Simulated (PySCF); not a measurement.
# A gas-phase reaction: AlH4N + BF2H2N → AlBF2H3N + H3N

What reaction energy should one expect for `[NH2][AlH2]` + `NB(F)F` → `FB(F)[NH][AlH2]` + `N`?

Programs: PySCF 2.14.0. All values are calculated, for the isolated system unless a continuum is named. Atoms count from 0, parts from 1.

## (1) The system as given

Each species was relaxed by itself at PBE0-D3(BJ)/def2-SVPD.

## (2) Energies of the species: wB97M-D3(BJ)/def2-TZVPD

What the job is given:

```
{"job": {"kind": "react", "xc": "wB97M-D3(BJ)", "basis": "def2-TZVPD"}, "charge": 0, "multiplicity": 1}
-1 AlH4N charge 0 multiplicity 1
N      0.768920    -0.406280    -0.352400
Al    -0.681350     0.377360     0.322670
H      0.763250    -1.085920    -1.102280
H      1.717040    -0.239000    -0.040250
H     -2.087660    -0.014470    -0.296700
H     -0.475280     1.418350     1.501100

-1 BF2H2N charge 0 multiplicity 1
N     -0.609990     0.435610     0.030380
B      0.516390    -0.379560    -0.024230
F      0.908960    -1.088340     1.035350
F      1.245760    -0.483300    -1.136840
H     -0.923820     0.973580    -0.761690
H     -1.167760     0.530250     0.864360

+1 AlBF2H3N charge 0 multiplicity 1
F     -0.768080    -0.910240     0.841130
B     -0.045140     0.256740     1.190990
F     -0.063180     0.572740     2.471220
N      0.516800     0.787690     0.060740
Al    -0.122750    -0.493340    -1.142110
H      1.080100     1.622320     0.042150
H      0.848230    -1.682380    -1.524870
H     -1.445820    -0.153190    -1.939730

+1 H3N charge 0 multiplicity 1
N      0.000460    -0.003480     0.284460
H     -0.436220     0.836290    -0.084320
H     -0.499550    -0.796580    -0.106520
H      0.946290    -0.035140    -0.084710
```

With the program's defaults for keys left out, this is: wB97M-D3(BJ)/def2-TZVPD reaction energy of separated species, gas phase.

Command:

```sh
> OMP_NUM_THREADS=1 python cluster_run.py task.json out
```

The driver reads the jobs from task.json and runs them one after another.

**Question.** The jobs that follow are: PBE0-D3(BJ)/def2-TZVPD reaction energy of separated species, gas phase. Predict: reaction energy (wB97M-D3(BJ)/def2-TZVPD); ΔH, ΔG at 298 K (xTB thermal terms). Thermal terms come from harmonic xTB runs on each species.

**Answer**, as computed:

| quantity | value |
| --- | --- |
| reaction energy (wB97M-D3(BJ)/def2-TZVPD) | 5.61 kcal/mol |
| ΔH, ΔG at 298 K (xTB thermal terms) | +6.4, +8.1 kcal/mol |
| range of the reaction energy over the runs of this table | 5.52 to 5.61 kcal/mol |

In words: The reaction is endothermic by 6.4 kcal/mol in the gas phase; dispersion gives -0.37, and xTB itself gave -1.81 for the electronic energy (xTB energies and thermal terms come from the earlier relaxation of each species, not shown). No barrier was sought. The reaction energy runs from 5.52 (PBE0-D3(BJ)/def2-TZVPD) to 5.61 kcal/mol (wB97M-D3(BJ)/def2-TZVPD).
